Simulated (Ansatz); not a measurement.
This script drives Ansatz 0.2.0 through its Python package.

`torsion.py`
```python
import ansatz
from ase import Atoms

atoms = Atoms(['N', 'C', 'C', 'Al', 'F', 'H', 'H', 'H', 'H', 'H'], positions=[
    (-1.1772, -0.796, 0.5769),
    (0.0766, -0.7053, -0.0921),
    (1.0142, 0.2707, 0.5673),
    (0.5279, 0.9142, -1.221),
    (-0.1922, 2.2305, -2.2561),
    (-1.6155, 0.2285, 0.683),
    (-1.8475, -1.2541, -0.0758),
    (0.5617, -1.6763, -0.3343),
    (2.095, -0.0866, 0.6782),
    (0.6401, 0.8233, 1.4768),
])

first = (
    ansatz.Crystal.molecule_from_ase(atoms).calculation()
    .basis(gaussian='6-31G*')
    .functional('b3lyp')
    .relax(force_tolerance=0.02, max_steps=80)
)
atoms.positions = first.run().report['positions_ang']

start = atoms.get_dihedral(2, 1, 0, 5)
energies = {}
for turn in range(0, 360, 30):
    turned = atoms.copy()
    turned.set_dihedral(2, 1, 0, 5, start + turn, indices=[0, 5, 6])
    job = (
        ansatz.Crystal.molecule_from_ase(turned).calculation()
        .basis(gaussian='6-31G*')
        .functional('b3lyp')
    )
    energies[round((start + turn) % 360)] = job.run().report['free_energy_ev']
floor = min(energies.values())
print('dihedral C2-C1-N0-H5 (deg)   E - E(min) (kJ/mol)')
for angle, e in sorted(energies.items()):
    print(f'{angle:8d} {96.485332 * (e - floor):14.3f}  ' + '#' * int(30 * (e - floor) / max(max(energies.values()) - floor, 1e-9)))
```

It is started by `python torsion.py`. Estimate its wall time and peak memory on 1 thread of Intel(R) Xeon(R) Platinum 8259CL CPU @ 2.50GHz (Skylake/Cascade Lake) (shared host).

It took about 2.2 min, with a peak of 0.26 GiB, for 13 runs of the engine.

`python torsion.py` gives:
```text
dihedral C2-C1-N0-H5 (deg)   E - E(min) (kJ/mol)
      16         17.072  ########################
      46          5.217  #######
      76          0.000
     106          3.622  #####
     136          9.430  #############
     166         14.827  #####################
     196         19.663  ############################
     226         20.598  ##############################
     256         12.901  ##################
     286          4.680  ######
     316          9.231  #############
     346         19.626  ############################
```

The scan is rigid and the energies are electronic, in a modest basis. With rigid groups the curve can differ much from the relaxed path, the start wasn't checked as a minimum of this torsion, and equivalent turns needn't return to the same energy. b3lyp holds the VWN-RPA fit, as in Gaussian; the form of ORCA and Turbomole is b3lyp5.
